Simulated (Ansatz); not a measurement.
The system is ZrIn.

```xyz
2
Lattice="3.1406 0.0000 0.0000 0.0000 3.1406 0.0000 0.0000 0.0000 4.4541" Properties=species:S:1:pos:R:3 pbc="T T T"
In    1.5703    1.5703    2.2271
Zr    0.0000    0.0000    0.0000
```

The cell comes from a database or a generator and needn't be the stable form of this composition.

* Program: Ansatz 0.2.0
* Task: relaxation of cell and atoms
* Functional: revPBE
* Potentials or basis: all-electron LAPW, scalar-relativistic
* Basis error allowed: 0.001 eV/atom
* k mesh: 9 × 9 × 6
* Occupations: fermi-dirac, width 0.05 eV
* Spin: no spin polarisation

At the start: volume 21.97 Å³/atom.

How do energy, volume and symmetry change on relaxing?

Over 5 steps the energy falls by 5.7 meV/atom and the volume is 22.63 Å³/atom (+3.0 %); space group P4/mmm (No. 123, to 0.05 Å).

Step by step:
| step | energy change (eV) | largest force (eV/Å) | volume (Å³) |
| --- | --- | --- | --- |
| 1 | 0.0000 | 0.0000 | 43.93 |
| 2 | -0.0112 | 0.0000 | 45.20 |
| 3 | -0.0113 | 0.0000 | 45.25 |
| 4 | -0.0113 | 0.0000 | 45.26 |
| 5 | -0.0113 | 0.0000 | 45.26 |

Final structure:
```cif
data_structure
_symmetry_space_group_name_H-M 'P 1'
_symmetry_Int_Tables_number 1
_cell_length_a 3.1814
_cell_length_b 3.1814
_cell_length_c 4.4719
_cell_angle_alpha 90.000
_cell_angle_beta 90.000
_cell_angle_gamma 90.000
_cell_volume 45.26
loop_
_atom_site_label
_atom_site_type_symbol
_atom_site_fract_x
_atom_site_fract_y
_atom_site_fract_z
_atom_site_occupancy
In1 In 0.50000 0.50000 0.50000 1
Zr1 Zr 0.00000 0.00000 0.00000 1
```
